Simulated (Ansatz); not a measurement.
Wanted: the native input for an Ansatz 0.2.0 run.

- Task: density of states
- Functional: PBEsol
- Potentials or basis: all-electron LAPW, scalar-relativistic
- Cutoff: 340 eV (chosen from the basis error)
- Basis error allowed: 0.002 eV/atom
- k mesh: 9 × 9 × 6
- Occupations: fermi-dirac, width 0.05 eV
- Spin: collinear spin, ferromagnetic start
- Starting moments: [1.0, 2.0, 0.0, 0.0] μB

Crystal: CoNiO2.

```
Ni Co O
1.0
     3.01433    0.00000    0.00000
     0.00000    3.01433    0.00000
     0.00000    0.00000    4.22229
Ni Co O
1 1 2
Direct
  0.00000 0.00000 0.00000
  0.50000 0.50000 0.50000
  0.00000 0.00000 0.50000
  0.50000 0.50000 0.00000
```

The cell comes from a database or a generator and needn't be the stable form of this composition.

One way to write it, as run:

input.yaml

```yaml
crystal:
  lattice:
    - [3.014333, 0.0, 0.0]
    - [0.0, 3.014333, 0.0]
    - [0.0, 0.0, 4.222285]
  atoms:
    - { symbol: Ni, position: [0.0, 0.0, 0.0], spin: 1.0 }
    - { symbol: Co, position: [0.5, 0.5, 0.5], spin: 2.0 }
    - { symbol: O, position: [0.0, 0.0, 0.5] }
    - { symbol: O, position: [0.5, 0.5, 0.0] }
kpoints:
  mp_grid: { grid: [9, 9, 6] }
scf:
  occupations: { method: fermi_dirac, width: 0.05 }
hamiltonian:
  xc: pbesol
  pseudopotentials: { kind: all_electron, lapw: { basis_error: 0.002 } }
magnetization:
  spin_polarized: true
output:
  forces: true
  stress: true
  eigenvalues: true
  dos: { projected: false, de: 0.1, e_range: [-20, 10] }
```

Potentials or basis: all-electron LAPW, scalar-relativistic.

The run is started by

```console
$ ansatz run input.yaml --threads 4 --pin off --max-ram 12288MiB --backend cpu --events-out ev --progress --plain --runs-dir out
```

Results of the run:

The pressure is -11.8 GPa and the band gap on the k mesh is none (metal or under the smearing width). The net moment is 4.56 μB per cell, the absolute moment is 4.58 μB per cell and the site moments are Ni +1.39; Co +2.53; O +0.31, +0.29 μB.

Caveat: semilocal functionals often make such compounds metallic where correlation or magnetic order opens a gap, which also shifts bond lengths.

Wall time 27 s on 4 threads of Arm Neoverse V2 (shared host), peak memory 0.71 GiB.
